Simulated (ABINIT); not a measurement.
C:

```
C
1.0
     0.00000    1.78337    1.78337
     1.78337    0.00000    1.78337
     1.78337    1.78337    0.00000
C
2
Cartesian
  2.6751 2.6751 2.6751
  1.7834 1.7834 1.7834
```

This isn't the form of C at room conditions, which is graphite.

Base run:

```yaml
Program: ABINIT 10.8.3 (patched build)
Functional: PBEsol
Potentials_or_basis: PseudoDojo NC SR PBEsol v0.4 stringent
Cutoff: 1007 eV
k_mesh: 10 × 10 × 10
Occupations: fermi-dirac, width 0.05 eV
Spin: no spin polarisation
```

Its results: band gap on the k mesh 4.08 eV, indirect (least direct gap 5.56 eV).

Problem. The run is repeated on the same cell with these changes: potentials or basis from PseudoDojo NC SR PBEsol v0.4 stringent to JTH PAW PBE v2.0; cutoff from 1007 eV to 381 eV. What comes out?

Solution. Band gap on the k mesh 4.02 eV, indirect (least direct gap 5.54 eV).

Caveats: the atomic spheres overlap (some runs).

A k mesh can miss the band edges.
